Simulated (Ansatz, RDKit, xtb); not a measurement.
**C4H3ClOS: ranking a sample of isomers**

Which of a sample of isomers of C4H3ClOS is the most stable in the gas at 298.15 K, and what are its properties? The sample is small against all isomers, and the most stable one of this formula need not be in it.

Plan: many cheap relaxations first (GFN2-xTB), then density-functional screening, relaxation at r2SCAN-D4/def2-SVP, vibrations (at GFN2-xTB) and a final energy. The numbers are computed, not measured.

### 1 Candidates

Isomers were taken from a list of plausible structures; this is a sample, not all of them. That gives 6 candidates.

| label | SMILES | spin |
| --- | --- | --- |
| c083 | O=CCC(Cl)=C=S | singlet |
| c150 | O=CC(=C=S)CCl | singlet |
| c314 | C#C/C(Cl)=C\[SH]=O | singlet |
| c383 | Oc1cc(Cl)cs1 | singlet |
| c483 | C=COC(Cl)=C=S | singlet |
| c913 | CC(=O)C(Cl)=C=S | singlet |

Candidates are built by distance geometry, with a force field where one applies, in up to four conformers (letters a to d).

Q: Predict the outcome of this search (final energies at CCSD(T)/def2-SVP + MP2/def2-TZVPP - MP2/def2-SVP).

| quantity | value |
| --- | --- |
| lowest structure found | Oc1cc(Cl)cs1, singlet |
| next finalist | CC(=O)C(Cl)=C=S, singlet, 17.3 kcal/mol higher in G |
| share at equilibrium, among the finalists | 100.0 % |

`Oc1cc(Cl)cs1` comes out lowest. Among the finalists first place is clear (17.3 kcal/mol); structures outside the list aren't covered. GFN2-xTB, HF/STO-3G, r2SCAN-D4/def2-SVP, r2SCAN-D4/def2-SVP, relaxed, HF/def2-SVP and MP2/def2-SVP already put its bonding pattern lowest among the structures in one piece. Lowest found is not proven lowest: the search is finite, and each finalist counts with one conformer. Only 6 drawn patterns were tried, so whole families of isomers are missing, and the result ranks this sample alone. The lowest isomer need not be the one that is made and kept in a bottle, which depends on barriers.
